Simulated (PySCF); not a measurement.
**A diatomic session: AlTe+**

The task here is to estimate one member of a computed series from the others.

Method: Al def2-SVPD, Te def2-SVPD with ECP28, scalar-relativistic core potentials; program: PySCF 2.14.0.

The first run:

Settings of the job:

```json
{"atoms": "Al, Te", "charge": "1", "basis": "Al def2-SVPD, Te def2-SVPD with ECP28", "Hamiltonian": "scalar-relativistic core potentials", "basis functions": "59", "electrons treated": "36", "masses in u": "26.9815, 129.9062", "levels": "PBE0, PBE, r²SCAN, BHandHLYP, TPSS, LDA, HF, MP2, SCS-MP2, CCSD, CCSD(T)", "grid": "80 radial by 434 angular points", "occupations": "held fixed by the projection of orbital angular momentum", "dissociation limit": "Al+ + Te, each in its ground configuration", "starting distance in angstrom": "2.615", "values of 2S to try": "0, 2"}
```

Run with:

```sh
$ OMP_NUM_THREADS=1 python dia.py task.json out
```

Among the steps run: The job; The PBE0 curve of the state that the search chose; Excited determinants; PBE; r²SCAN (meta-GGA); BHandHLYP (global hybrid GGA); TPSS (meta-GGA); LDA; UHF (mean field); Adding correlation.

One table of the session follows, with a row left open; its other results are not shown here.

It belongs to the step «Constants by level of theory». 

```
      level  Re (Å)  ωe (cm⁻¹)  De (eV)
        UHF   3.286      120.3     0.61
    UHF-MP2   3.195      136.9     0.77
UHF-SCS-MP2   3.212      133.6     0.74
   UHF-CCSD   3.184      137.3     0.77
UHF-CCSD(T)       ?          ?        ?
        LDA   3.068      169.1     1.23
        PBE   3.127      157.1     1.10
       TPSS   3.134      154.0     1.07
     r²SCAN   3.127      156.2     1.04
       PBE0   3.114      158.8     1.01
  BHandHLYP   3.173      143.6     0.81
```

**Question.** Estimate the row for UHF-CCSD(T).

As computed: Re (Å): 3.171; ωe (cm⁻¹): 140.8; De (eV): 0.81. In the column «Re (Å)» it lies between TPSS (3.134) and BHandHLYP (3.173).

De is counted to Al+ + Te in their ground configurations.
